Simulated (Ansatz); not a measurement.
BaTiO₃, space group Pm-3m: an equation of state with a fit, run with Ansatz 0.2.0 through its Python package.

`eos.py`:
```python
# -*- coding: utf-8 -*-
"""Bulk modulus of BaTiO3 from an E(V) curve."""

from dataclasses import dataclass
import warnings

import ansatz as az
import numpy as np
from pymatgen.analysis.eos import EOS


@dataclass
class Settings:
    smearing: str = "Fixed"
    scf_tol: float = 1e-10
    mesh: tuple[int, ...] = (6, 6, 6)


opts = Settings()

VECTORS = np.array([
    [4.006, 0.0, 0.0],
    [0.0, 4.006, 0.0],
    [0.0, 0.0, 4.006],
])
SITES = [
    ("Ba", (0.5, 0.5, 0.5)),
    ("Ti", (0.0, 0.0, 0.0)),
    ("O", (0.5, 0.0, 0.0)),
    ("O", (0.0, 0.5, 0.0)),
    ("O", (0.0, 0.0, 0.5)),
]


def make_crystal(cell):
    crystal = az.Crystal(lattice=az.Lattice.of(cell))
    for symbol, position in SITES:
        crystal = crystal.atom(symbol, position)
    return crystal

warnings.simplefilter("ignore", az.DeckWarning)

# scale the volume, keep shape and fractions
volumes, energies, pressures = [], [], []
for scale in np.linspace(0.88, 1.12, 7):
    cell = VECTORS * scale ** (1 / 3)
    job = (
        make_crystal(cell).calculation()
        .occupations(opts.smearing)
        .scf(tolerance=opts.scf_tol)
        .functional(az.Functional.LDA)
        .basis(16 * az.Ha)
        .kpoints(*opts.mesh)
        .stress()
    )
    data = job.run().report
    volumes.append(abs(np.linalg.det(cell)) / len(SITES))
    energies.append(data["free_energy_ev"] / len(SITES))
    pressures.append(np.trace(data["stress_gpa"]) / 3)
    print(f"V = {volumes[-1]:8.4f} A^3/atom  F = {energies[-1]:.5f} eV/atom  P = {pressures[-1]:8.3f} GPa")

for form in ["birch_murnaghan", "pourier_tarantola"]:
    fit = EOS(eos_name=form).fit(volumes, energies)
    print(f"{form:18s} V0 {fit.v0:8.4f} A^3/atom  B0 {fit.b0_GPa:7.1f} GPa  B1 {fit.b1:5.2f}")
```

Estimate the equilibrium volume and the bulk modulus.

A third-order Birch-Murnaghan fit through the 7 points has its minimum at 12.18 Å³ an atom, 5.3 % below the typed cell, with a bulk modulus of 196 GPa and dB/dP = 4.5. From that minimum the energy rises by 43.1 meV an atom on the compressed side and 181.3 meV on the expanded side.

The run itself:

```console
$ python eos.py
V =  11.3148 A^3/atom  F = -1980.85838 eV/atom  P =   17.026 GPa
V =  11.8291 A^3/atom  F = -1980.89491 eV/atom  P =    6.136 GPa
V =  12.3434 A^3/atom  F = -1980.90020 eV/atom  P =   -2.505 GPa
V =  12.8577 A^3/atom  F = -1980.88071 eV/atom  P =   -9.362 GPa
V =  13.3720 A^3/atom  F = -1980.84164 eV/atom  P =  -14.790 GPa
V =  13.8863 A^3/atom  F = -1980.78698 eV/atom  P =  -19.070 GPa
V =  14.4006 A^3/atom  F = -1980.72017 eV/atom  P =  -22.429 GPa
birch_murnaghan    V0  12.1810 A^3/atom  B0   195.7 GPa  B1  4.54
pourier_tarantola  V0  12.1836 A^3/atom  B0   195.8 GPa  B1  4.31
```

Absolute energies stand on the zero of these potentials, so only differences at equal settings mean something. The run is spin-unpolarised. This is a high-temperature or high-pressure form, not the ambient phase. Pressure is positive in compression. At these settings the cell as given stands under about -9 GPa, so it isn't at this functional's equilibrium volume. The structure is a deposited one; some such entries were measured under pressure or heat, so a shift against it needn't be the functional's error alone. Timing: 33 s on 1 thread of Arm Neoverse N1 (shared host), peak memory 0.51 GiB.
